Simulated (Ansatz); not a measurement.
# C2H8F2In2: a ladder of functionals and wavefunction methods

An exercise on one series of results from a longer session: the logs are not shown, and one member is left open.

Program: Ansatz 0.2.0, Gaussian basis. Level of theory: functionals in def2-TZVPP, the program's frozen cores in correlated methods. These are calculated values, not measurements.

Levels to be run: LDA (SPW92), PBE-D4, revPBE-D4, BLYP-D4, r2SCAN-D4, B97M-V, PBE0-D4, B3LYP-D4, r2SCANh-D4, r2SCAN0-D4, HSE06-D4, BHLYP-D4, CAM-B3LYP-D4, LC-ωPBE, ωB97X-V, ωB97M-V, B2PLYP, PBE-QIDH; CCSD(T)/def2-SVP; MP2/def2-TZVPP; MP2/def2-QZVPP; RPA on PBE.

### The relaxed structure

All runs share one geometry, relaxed beforehand with PBE0-D4 in a triple-zeta def2 set. In takes the def2 core potential; no spin-orbit term is included.

SMILES `[CH3][In@H-]1[F+][In@H-]([CH3])[F+]1`, 14 atoms, charge 0, spin multiplicity 1.

Atoms are counted from 1 here; the program's logs count them from 0.

Bond lengths: C1–In2 2.125 Å, C1–H7 1.090 Å, C1–H8 1.090 Å, C1–H9 1.091 Å, In2–F3 2.149 Å, In2–F6 2.149 Å, In2–H10 1.703 Å, F3–In4 2.150 Å, In4–C5 2.125 Å, In4–F6 2.149 Å, In4–H11 1.703 Å, C5–H12 1.090 Å, C5–H13 1.090 Å, C5–H14 1.091 Å. Angles: In2–C1–H7 111.3°, In2–C1–H8 108.2°, In2–C1–H9 110.1°, H7–C1–H8 109.2°, H7–C1–H9 108.9°, H8–C1–H9 109.1°, C1–In2–F3 104.0°, C1–In2–F6 103.6°, C1–In2–H10 144.6°, F3–In2–F6 76.4°, F3–In2–H10 103.8°, F6–In2–H10 103.9°, In2–F3–In4 103.6°, F3–In4–C5 103.6°, F3–In4–F6 76.4°, F3–In4–H11 103.8°, C5–In4–F6 104.1°, C5–In4–H11 144.7° and more.

Set-up of the first run:

File in.yaml:

```yaml
crystal:
  periodic: [false, false, false]
  atoms:
    - {symbol: C, position_ang: [-1.557004, 1.244487, 2.358001]}
    - {symbol: In, position_ang: [0.145566, 1.287011, 1.087456]}
    - {symbol: F, position_ang: [-0.640506, 0.793159, -0.850865]}
    - {symbol: In, position_ang: [-0.142354, -1.284877, -1.083588]}
    - {symbol: C, position_ang: [1.553415, -1.251125, -2.363485]}
    - {symbol: F, position_ang: [0.652608, -0.788184, 0.850754]}
    - {symbol: H, position_ang: [-1.991260, 2.237874, 2.471562]}
    - {symbol: H, position_ang: [-2.296687, 0.577533, 1.914648]}
    - {symbol: H, position_ang: [-1.280982, 0.865907, 3.342755]}
    - {symbol: H, position_ang: [1.598573, 2.104551, 0.741390]}
    - {symbol: H, position_ang: [-1.597201, -2.094423, -0.726031]}
    - {symbol: H, position_ang: [1.729944, -2.218132, -2.833650]}
    - {symbol: H, position_ang: [2.424901, -0.973933, -1.769552]}
    - {symbol: H, position_ang: [1.400986, -0.499860, -3.139393]}
basis:
  gaussian: {orbitals: def2-TZVPP}
hamiltonian: {xc: lda}
output: {orbitals: {seedname: orbitals}}
```

Run with:

```
ansatz run in.yaml --threads 4 --pin off --events-out ev --progress --plain --max-ram 11315MiB
```

Steps of the session up to this table: LDA; PBE-D4 (GGA); revPBE-D4 (GGA); BLYP-D4 (GGA); r2SCAN-D4 (meta-GGA); B97M-V (meta-GGA); B3LYP-D4 (hybrid); r2SCANh-D4 (hybrid); r2SCAN0-D4 (hybrid); HSE06-D4 (hybrid); BHLYP-D4 (hybrid); CAM-B3LYP-D4 (range-separated); LC-ωPBE (range-separated); ωB97X-V (range-separated); ωB97M-V (range-separated); B2PLYP (double hybrid); PBE-QIDH (double hybrid).

One of the session's tables, all rows but one given; the rest of the session is left out.

It belongs to the step «Frontier levels by functional». 

```
  functional  HOMO (eV)  gap (eV)
 LDA (SPW92)      -6.84      5.25
      PBE-D4      -6.68      5.36
   revPBE-D4      -6.62      5.42
     BLYP-D4      -6.56      5.28
   r2SCAN-D4      -6.95      6.01
      B97M-V          ?         ?
     PBE0-D4      -7.90      7.31
    B3LYP-D4      -7.69      6.83
  r2SCANh-D4      -7.41      6.71
  r2SCAN0-D4      -8.08      7.73
    HSE06-D4      -7.50      6.57
    BHLYP-D4      -9.01      9.02
CAM-B3LYP-D4      -9.24      9.37
     LC-ωPBE     -10.57     11.79
     ωB97X-V     -10.21     11.29
     ωB97M-V     -10.08     10.75
```

**Question.** Estimate the row for B97M-V.

**Answer.** HOMO (eV): -7.01; gap (eV): 5.74. In the column «HOMO (eV)» it lies between r2SCANh-D4 (-7.41) and r2SCAN-D4 (-6.95).
